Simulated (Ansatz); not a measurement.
# C₂H₅FO₂Si: one species, many methods

One table from this session's results is given with a row withheld; the runs are named, their logs left out.

Method: functionals in def2-TZVPP, the program's frozen cores in correlated methods; program: Ansatz 0.2.0, Gaussian basis.

Levels to be run: LDA (SPW92), PBE-D4, revPBE-D4, BLYP-D4, r2SCAN-D4, B97M-V, PBE0-D4, B3LYP-D4, r2SCANh-D4, r2SCAN0-D4, HSE06-D4, BHLYP-D4, CAM-B3LYP-D4, LC-ωPBE, ωB97X-V, ωB97M-V, B2PLYP, PBE-QIDH; CCSD(T)/def2-SVP; CCSD(T)/def2-TZVPP; MP2/def2-QZVPP; extrapolation to the limit; RPA on PBE.

### The geometry

All runs share one geometry, relaxed beforehand with PBE0-D4 in a triple-zeta def2 set.

SMILES `C=C[Si](O)(O)F`, 11 atoms, charge 0, spin multiplicity 1.

Atoms are counted from 1 here; the program's logs count them from 0.

Bond lengths: C1–C2 1.330 Å, C1–H7 1.086 Å, C1–H8 1.086 Å, C2–Si3 1.837 Å, C2–H9 1.088 Å, Si3–O4 1.634 Å, Si3–O5 1.623 Å, Si3–F6 1.600 Å, O4–H10 0.958 Å, O5–H11 0.958 Å. Angles: C2–C1–H7 121.5°, C2–C1–H8 122.2°, H7–C1–H8 116.3°, C1–C2–Si3 122.3°, C1–C2–H9 118.6°, Si3–C2–H9 119.1°, C2–Si3–O4 113.3°, C2–Si3–O5 108.5°, C2–Si3–F6 108.8°, O4–Si3–O5 109.4°, O4–Si3–F6 107.0°, O5–Si3–F6 109.9°, Si3–O4–H10 117.5°, Si3–O5–H11 118.4°.

Set-up of the first run:

in.yaml reads:

```yaml
crystal:
  periodic: [false, false, false]
  atoms:
    - {symbol: C, position_ang: [0.388694, -0.501602, 1.809564]}
    - {symbol: C, position_ang: [-0.460303, 0.162107, 1.029894]}
    - {symbol: Si, position_ang: [-0.203404, 0.330679, -0.781081]}
    - {symbol: O, position_ang: [1.189447, -0.346308, -1.300837]}
    - {symbol: O, position_ang: [-1.456443, -0.361365, -1.546508]}
    - {symbol: F, position_ang: [-0.133079, 1.885942, -1.148861]}
    - {symbol: H, position_ang: [1.273336, -0.983941, 1.404034]}
    - {symbol: H, position_ang: [0.235796, -0.598183, 2.880642]}
    - {symbol: H, position_ang: [-1.335576, 0.620767, 1.485913]}
    - {symbol: H, position_ang: [1.972121, 0.205856, -1.314824]}
    - {symbol: H, position_ang: [-1.405189, -0.470952, -2.497236]}
basis:
  gaussian: {orbitals: def2-TZVPP}
hamiltonian: {xc: lda}
output: {orbitals: {seedname: orbitals}}
```

Run with:

```
$ ansatz run in.yaml --threads 4 --pin off --events-out ev --progress --plain --max-ram 10444MiB
```

Among the steps run: LDA; PBE-D4 (GGA); revPBE-D4 (GGA); BLYP-D4 (GGA); r2SCAN-D4 (meta-GGA); B97M-V (meta-GGA); B3LYP-D4 (hybrid); r2SCANh-D4 (hybrid); r2SCAN0-D4 (hybrid); HSE06-D4 (hybrid); BHLYP-D4 (hybrid); CAM-B3LYP-D4 (range-separated); LC-ωPBE (range-separated); ωB97X-V (range-separated); ωB97M-V (range-separated); B2PLYP (double hybrid); PBE-QIDH (double hybrid).

One table of the session follows, with a row left open; its other results are not shown here.

It belongs to the step «Frontier levels by functional». 

```
  functional  HOMO (eV)  gap (eV)
 LDA (SPW92)      -7.33      5.48
      PBE-D4      -7.12      5.52
   revPBE-D4      -7.04      5.54
     BLYP-D4      -6.93      5.48
   r2SCAN-D4      -7.34      5.97
      B97M-V      -7.33      6.00
     PBE0-D4      -8.28      7.71
    B3LYP-D4      -8.03      7.22
  r2SCANh-D4      -7.78      6.78
  r2SCAN0-D4      -8.44      7.99
    HSE06-D4      -7.88      6.91
    BHLYP-D4          ?         ?
CAM-B3LYP-D4      -9.62     10.21
     LC-ωPBE     -11.08     12.87
     ωB97X-V     -10.66     12.35
     ωB97M-V     -10.56     12.12
```

Q: Estimate the row for BHLYP-D4 from the others.

Worked estimate for «HOMO (eV)». Against the share of exact exchange, BLYP-D4 (0, -6.93), B3LYP-D4 (0.2, -8.03) give a slope of -5.50 per unit share; at 0.5 the line stands at -9.68.

**Answer.** HOMO (eV): -9.24; gap (eV): 9.78. In «HOMO (eV)» the line misses by -0.44.
